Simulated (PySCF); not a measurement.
**MgBrCl, a cluster of ions: interaction energy**

An exercise on one series of results from a longer session: the logs are not shown, and one member is left open.

Computed with PySCF 2.14.0; each step states its level. No surroundings beyond the atoms listed, unless a continuum is named. Atoms count from 0, parts from 1.

### Starting point

3 atoms, charge 0, multiplicity 1; geometry: GFN2-xTB. Parts: 1 = atoms 0–1, `[Mg+][Cl]`, charge 1; 2 = atom 2, `[Br-]`, charge -1.

The first run:

The job: settings as JSON, then the geometry in Å.

```
{"job": {"xc": "PBE0", "basis": "def2-SVPD", "d3": "d3bj", "grid": 2, "kind": "geom"}, "charge": 0, "multiplicity": 1, "parts": [{"atoms": "0-1", "charge": 1, "multiplicity": 1}, {"atoms": "2-2", "charge": -1, "multiplicity": 1}]}
Mg    -0.782119    -0.256904    -0.762989
Cl     0.726767     0.207307     0.674203
Br    -1.114377    -1.705033    -2.569843
```

Run with:

```console
> OMP_NUM_THREADS=1 python cluster_run.py task.json out
```

One launch serves the whole session: the jobs run in the order shown.

Among the steps run: Geometry optimisation at PBE0-D3(BJ)/def2-SVPD; Coupled-cluster interaction energy: CCSD(T) and MP2.

One of the session's tables, all rows but one given; the rest of the session is left out.

It belongs to the step «Coupled-cluster interaction energy: CCSD(T) and MP2». 

| method | interaction energy (kcal/mol) |
| --- | --- |
| HF/aug-cc-pVDZ | -194.63 |
| MP2/aug-cc-pVDZ | ? |
| CCSD/aug-cc-pVDZ | -193.39 |
| CCSD(T)/aug-cc-pVDZ | -193.02 |
| HF/aug-cc-pVTZ | -196.05 |
| MP2/aug-cc-pVTZ | -196.14 |
| SCS-MP2/aug-cc-pVTZ | -195.75 |
| MP2, extrapolated | -196.78 |
| CCSD(T), limit estimate | -196.59 |

Estimate the missing values for MP2/aug-cc-pVDZ.

The run gave: interaction energy (kcal/mol): -193.21. In the column «interaction energy (kcal/mol)» it lies between CCSD/aug-cc-pVDZ (-193.39) and CCSD(T)/aug-cc-pVDZ (-193.02).

In this run the core of Mg (2s2p) is correlated, in a basis without core functions; only the other cores are frozen.

Caveats from the session: The interaction energy leaves out the deformation of the parts, 1.13 kcal/mol (MP2); added to the CCSD(T) estimate it gives a binding of about -195.5 kcal/mol.
